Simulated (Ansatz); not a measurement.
# One shape, several levels: doublet C2H5AlO+

Aim: a comparison of 6 runs (U-r2SCAN/6-31G*, U-revPBE/6-31G*, U-wB97M-V/6-31G*, UB2PLYP/6-31G*, UPBE-QIDH/6-31G*, UPBE0/6-31G*) of doublet C2H5AlO+. 

The results are computed with Ansatz 0.2.0.

82 further runs of the same task are left out: 82 set aside as unsound or not needed.

## Step 1: Starting point

C2H5AlO+ has 9 atoms, charge +1, and is taken as a doublet. As SMILES of the parent species, `[CH3][Al]1[CH2][O]1`. The coordinates come from a PBE0-D4/def2-TZVP relaxation. That shape belongs to the parent species and isn't relaxed for this state.

Bond lengths: C1–Al2 1.934 Å, Al2–C3 1.883 Å, Al2–O4 1.707 Å, C3–O4 1.488 Å, C1–H5 1.093 Å, C1–H6 1.091 Å, C1–H7 1.094 Å, C3–H8 1.091 Å, C3–H9 1.091 Å. Some angles: C1–Al2–C3 171.7°, C1–Al2–O4 139.6°, C3–Al2–O4 48.7°, Al2–C3–O4 59.5°, Al2–O4–C3 71.8°, Al2–C1–H5 110.3°, Al2–C1–H6 112.2°, Al2–C1–H7 110.1°, Al2–C3–H8 123.8°, Al2–C3–H9 123.8°.

## Step 2: The energy at U-r2SCAN/6-31G(d) (spherical functions) (run 1)

job.yaml

```yaml
crystal:
  periodic: [false, false, false]
  atoms:
    - symbol: C
      position_ang: [-0.670900, 1.320200, -1.081500]
    - symbol: Al
      position_ang: [0.051300, -0.076700, 0.044200]
    - symbol: C
      position_ang: [0.678700, -1.280200, 1.349300]
    - symbol: O
      position_ang: [0.789300, -1.609500, -0.097900]
    - symbol: H
      position_ang: [0.039700, 1.575000, -1.872100]
    - symbol: H
      position_ang: [-0.900200, 2.226000, -0.517500]
    - symbol: H
      position_ang: [-1.591200, 0.976800, -1.562100]
    - symbol: H
      position_ang: [0.038500, -1.980500, 1.887700]
    - symbol: H
      position_ang: [1.653200, -1.197400, 1.832800]
basis:
  gaussian:
    orbitals: 6-31G_st_-spherical.json
hamiltonian:
  xc: r2scan
magnetization:
  spin_polarized: true
  initial_magnetization: 1
accuracy: high
output: {orbitals: {seedname: orbitals}}
total_charge: 1
```

The basis set 6-31G* is read from a file made from the Basis Set Exchange's data (not shown).

On the command line:

```console
ansatz run job.yaml --threads 1 --pin off --max-ram 3480MiB --events-out events.jsonl --progress --plain --runs-dir runs
```

Log:

```text
Warning: RAYON_NUM_THREADS=1 ignored (pool sized by the plan → 1); use --threads N
Functional definition: r2SCAN
  name "r2SCAN"
  parameter k0 = 0.174
  parameter k1 = 0.065
  parameter a1 = 4.9479
  exchange = r2scan_x(k0 = k0, k1 = k1, a1 = a1)
  correlation = r2scan_c
1640 factors; integrals over basis functions are off by at most 8.4e-9 eV
mean field evaluation 1: about -10769.2418 eV, gradient 6.3e1 eV
mean field evaluation 2: about -10690.5210 eV, gradient 1.3e2 eV
mean field evaluation 4: about -10786.1770 eV, gradient 1.0e1 eV
mean field evaluation 8: about -10786.8005 eV, gradient 1.4e-1 eV
mean field evaluation 16: about -10786.7949 eV, gradient 1.2e-4 eV
mean field evaluation 32: about -10786.4090 eV, gradient 1.7e0 eV
mean field -10786.79492800 eV, -396.4074020517 hartree, gradient 2.4e-8 eV, S^2 0.755032; 1 other end points of the search recorded, 0 dependent functions left out
reference -10786.79493127 eV, -396.4074021719 hartree; 19, 18 occupied and 51, 52 virtual orbitals, 1640 factors
Total energy: -10786.79493127 eV, -396.4074021719 hartree
```

It took 21 s on 1 thread of Arm Neoverse V2, shared host; peak memory 0.4 GiB.

## Step 3: The energy at U-revPBE/6-31G(d) (spherical functions) (run 2)

run.yaml

```yaml
crystal:
  periodic: [false, false, false]
  atoms:
    - symbol: C
      position_ang: [-0.670900, 1.320200, -1.081500]
    - symbol: Al
      position_ang: [0.051300, -0.076700, 0.044200]
    - symbol: C
      position_ang: [0.678700, -1.280200, 1.349300]
    - symbol: O
      position_ang: [0.789300, -1.609500, -0.097900]
    - symbol: H
      position_ang: [0.039700, 1.575000, -1.872100]
    - symbol: H
      position_ang: [-0.900200, 2.226000, -0.517500]
    - symbol: H
      position_ang: [-1.591200, 0.976800, -1.562100]
    - symbol: H
      position_ang: [0.038500, -1.980500, 1.887700]
    - symbol: H
      position_ang: [1.653200, -1.197400, 1.832800]
basis:
  gaussian:
    orbitals: 6-31G_st_-spherical.json
accuracy: high
total_charge: 1
magnetization:
  spin_polarized: true
  initial_magnetization: 1
output:
  orbitals: {seedname: orbitals}
hamiltonian:
  xc: {name: revPBE}
```

The basis set 6-31G* is read from a file made from the Basis Set Exchange's data (not shown).

On the command line:

```console
ansatz run run.yaml --threads 1 --pin off --max-ram 3480MiB --events-out events.jsonl --progress --plain --runs-dir runs
```

Log:

```text
Warning: RAYON_NUM_THREADS=1 ignored (pool sized by the plan → 1); use --threads N
Functional definition: revPBE
  name "revPBE"
  parameter kappa = 1.245
  parameter beta = 0.06672455060314922
  exchange = pbe_x(kappa = kappa, mu = beta*pi^2/3)
  correlation = pbe_c(beta = beta)
1640 factors; integrals over basis functions are off by at most 8.4e-9 eV
mean field evaluation 1: about -10766.9044 eV, gradient 6.7e1 eV
mean field evaluation 2: about -10660.1654 eV, gradient 1.4e2 eV
mean field evaluation 4: about -10786.2828 eV, gradient 1.3e1 eV
mean field evaluation 8: about -10787.3370 eV, gradient 2.5e-1 eV
mean field evaluation 16: about -10787.3268 eV, gradient 1.2e-4 eV
mean field evaluation 32: about -10786.3159 eV, gradient 3.9e0 eV
mean field -10787.32682936 eV, -396.4269490663 hartree, gradient 3.5e-8 eV, S^2 0.752303; 2 other end points of the search recorded, 0 dependent functions left out
reference -10787.32683443 eV, -396.4269492524 hartree; 19, 18 occupied and 51, 52 virtual orbitals, 1640 factors
Total energy: -10787.32683443 eV, -396.4269492524 hartree
```

Run time: 11 s. Hardware: 1 thread of Arm Neoverse V2, shared host; peak memory 0.25 GiB.

Runs 3 to 5 aren't shown in full; the table further down has their settings and results.

## Step 4: The energy at UPBE0/6-31G(d) (spherical functions) (run 6)

molecule.yaml

```yaml
crystal:
  periodic: [false, false, false]
  atoms:
    - {symbol: C, position_ang: [-0.670900, 1.320200, -1.081500]}
    - {symbol: Al, position_ang: [0.051300, -0.076700, 0.044200]}
    - {symbol: C, position_ang: [0.678700, -1.280200, 1.349300]}
    - {symbol: O, position_ang: [0.789300, -1.609500, -0.097900]}
    - {symbol: H, position_ang: [0.039700, 1.575000, -1.872100]}
    - {symbol: H, position_ang: [-0.900200, 2.226000, -0.517500]}
    - {symbol: H, position_ang: [-1.591200, 0.976800, -1.562100]}
    - {symbol: H, position_ang: [0.038500, -1.980500, 1.887700]}
    - {symbol: H, position_ang: [1.653200, -1.197400, 1.832800]}
basis:
  gaussian: {orbitals: 6-31G_st_-spherical.json}
magnetization: {spin_polarized: true, initial_magnetization: 1}
output: {orbitals: {seedname: orbitals}}
hamiltonian: {xc: {name: PBE0}}
total_charge: 1
accuracy: high
```

The basis set 6-31G* is read from a file made from the Basis Set Exchange's data (not shown).

On the command line:

```console
ansatz run molecule.yaml --threads 1 --pin off --max-ram 3480MiB --events-out events.jsonl --progress --plain --runs-dir runs
```

Log:

```text
Warning: RAYON_NUM_THREADS=1 ignored (pool sized by the plan → 1); use --threads N
Functional definition: PBE0
  name "PBE0"
  parameter a = 0.25
  parameter kappa = 0.804
[... 1 set-up line as earlier in the session ...]
  exchange = (1 - a)*pbe_x(kappa = kappa, mu = beta*pi^2/3) + a*exact_x
[... 1 set-up line as earlier in the session ...]
1640 factors; integrals over basis functions are off by at most 8.4e-9 eV
mean field evaluation 1: about -10767.4095 eV, gradient 5.8e1 eV
mean field evaluation 2: about -10722.3986 eV, gradient 1.1e2 eV
mean field evaluation 4: about -10781.4170 eV, gradient 7.5e0 eV
mean field evaluation 8: about -10781.9076 eV, gradient 1.1e0 eV
mean field evaluation 16: about -10781.9163 eV, gradient 1.0e-3 eV
mean field evaluation 32: about -10781.7337 eV, gradient 1.7e0 eV
mean field -10781.91625245 eV, -396.2281140321 hartree, gradient 5.3e-8 eV, S^2 0.754718; 2 other end points of the search recorded, 0 dependent functions left out
reference -10781.91625548 eV, -396.2281141435 hartree; 19, 18 occupied and 51, 52 virtual orbitals, 1640 factors
Total energy: -10781.91625548 eV, -396.2281141435 hartree
```

Run time: 12 s. Hardware: 1 thread of Arm Neoverse V2, shared host; peak memory 0.31 GiB.

## Step 5: Overview of the runs

| run | level | frozen core orbitals | energy (Eh) | HOMO energy (eV) | LUMO energy (eV) | ⟨S²⟩ | wall time |
| --- | --- | --- | --- | --- | --- | --- | --- |
| 1 | U-r2SCAN/6-31G* (spherical functions) | – | -396.407402 | -13.26 | -11.42 | 0.755 | 21 s |
| 2 | U-revPBE/6-31G* (spherical functions) | – | -396.426949 | -12.87 | -11.61 | 0.752 | 11 s |
| 3 | U-wB97M-V/6-31G* (spherical functions) | – | -396.437416 | -16.55 | -8.55 | 0.754 | 2.3 min |
| 4 | UB2PLYP/6-31G* (spherical functions) | 8 | -396.234504 | -15.69 | -9.00 | 0.760 | 15 s |
| 5 | UPBE-QIDH/6-31G* (spherical functions) | 8 | -396.057711 | -16.66 | -8.29 | 0.763 | 19 s |
| 6 | UPBE0/6-31G* (spherical functions) | – | -396.228114 | -14.53 | -10.61 | 0.755 | 12 s |

## Step 6: Summary of results

| quantity | value |
| --- | --- |
| run 6: total energy | -396.22811 Eh |
| run 6: HOMO energy (highest over α and β) | -14.53 eV |
| run 6: LUMO energy (lowest over α and β) | -10.61 eV |
| run 6: ⟨S²⟩ | 0.755 |

Totals of different functionals can't be ranked against each other. All runs together took 3.6 min, the longest 2.3 min.
